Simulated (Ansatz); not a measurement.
## CoNiO2 under changes of volume

One of the cells (9.591 Å³/atom); the others are scaled copies at fixed shape and fractional positions:

```
Ni Co O
1.0
     3.01433    0.00000    0.00000
     0.00000    3.01433    0.00000
     0.00000    0.00000    4.22229
Ni Co O
1 1 2
Direct
  0.00000 0.00000 0.00000
  0.50000 0.50000 0.50000
  0.00000 0.00000 0.50000
  0.50000 0.50000 0.00000
```

The cell comes from a database or a generator and needn't be the stable form of this composition.

```yaml
Program: Ansatz 0.2.0
Functional: LDA
Potentials_or_basis: Ansatz PAW
Cutoff: "420 eV (not typed: the program's choice for these potentials)"
k_mesh: 9 × 9 × 6
Occupations: fermi-dirac, width 0.05 eV
Spin: collinear spin, ferromagnetic start
Starting_moments: "[1.0, 2.0, 0.0, 0.0] μB"
```

```csv
volume (Å³/atom),energy over the lowest point (meV/atom),pressure (GPa),moment (μB per cell)
9.016,0.00,-14.4,3.12
9.207,19.35,-17.2,3.32
9.399,41.55,-19.7,3.51
9.591,66.69,-22.2,3.62
9.783,94.81,-24.6,3.71
9.975,?,?,?
10.167,159.01,-28.3,3.93
```

What does the run at 9.975 Å³/atom give?

Energy over the lowest point 125.79 meV/atom; pressure -26.6 GPa; moment 3.81 μB per cell.

Worked out: A Birch-Murnaghan fit of order 3 (a polynomial in V^(-2/3)) to the other rows has no minimum within the range. It gives 125.54 meV/atom at 9.975 Å³/atom, against the run's 125.79, and -dE/dV = -26.8 GPa, against -26.6. A parabola through the other rows of the moment, of slope 0.462 μB per Å³/atom there, gives 3.84 μB, against the run's 3.81.

Energies are extrapolated to zero smearing.

Caveats: the PAW data sets come from PBE, with cores solved anew for the run's functional, which leaves a small shift of forces and pressure.
